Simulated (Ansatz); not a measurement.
This script makes vertical spin-state energies of BFH2OSi, SMILES F[SiH]1BO1 with Ansatz 0.2.0 through its Python package.

`bfh2osi_spin.py`:
```python
# -*- coding: utf-8 -*-
"""Gap between spin states of BFH2OSi at one geometry."""

import ansatz as az

BASIS_SET = "def2-TZVP"
FUNCTIONAL = "b3lyp"
VDW = "d3bj"

GEOMETRY = """
F    -1.81930   -0.55630   -0.61870
Si   -0.34210    0.19540   -0.65510
B     0.67340    0.08250    1.02670
O     0.85200   -0.88330   -0.05750
H     0.18150    0.77100   -1.92010
H     0.49650    0.32660    2.17860
"""

system = az.Crystal.molecule()
for line in GEOMETRY.strip().splitlines():
    symbol, *xyz = line.split()
    system = system.atom(symbol, [float(v) for v in xyz])

calculation = system.calculation()
calculation = calculation.basis(gaussian=BASIS_SET)
calculation = calculation.functional(FUNCTIONAL, dispersion=VDW)
found = {}
for unpaired in [0, 2]:
    report = calculation.spin("collinear", total=unpaired).run().report
    s = unpaired / 2
    found[unpaired] = report["free_energy_ev"]
    print(f"2S+1 = {unpaired + 1}: E = {found[unpaired]:.5f} eV, <S^2> = {abs(report['mean_field']['state']['spin_squared']):.3f} (pure state {s * (s + 1):.2f})")
lowest = min(found, key=found.get)
for unpaired, e in found.items():
    print(f"multiplicity {unpaired + 1}: {23.060548 * (e - found[lowest]):.1f} kcal/mol above the lowest")
```

Which spin state is lowest at this geometry, and how far above lie the others?

In order: multiplicity 1 (+0.00 eV) and multiplicity 3 (+2.46 eV), all at the one geometry.

What the script printed:

Running `python bfh2osi_spin.py` prints:
```text
2S+1 = 1: E = -13354.91107 eV, <S^2> = 0.000 (pure state 0.00)
2S+1 = 3: E = -13352.45349 eV, <S^2> = 2.005 (pure state 2.00)
multiplicity 1: 0.0 kcal/mol above the lowest
multiplicity 3: 56.7 kcal/mol above the lowest
```

Caveats:
- The settings weren't tested for convergence.
- The geometry is a force-field or estimated start, not a minimum of this method, and the basis set is short of its limit. All parts are taken at fixed geometry, without zero-point energy.
- b3lyp holds the VWN-RPA fit, as in Gaussian; the form of ORCA and Turbomole is b3lyp5.
- Wall time of the script: 10 s on 1 thread of Intel(R) Xeon(R) Platinum 8488C (Sapphire Rapids), with other jobs on the host, peak memory 0.36 GiB.

(A comment or docstring line of the script was reworded after the run, the code is as it ran; lines on the test bed's own set-up are left out of the output.)
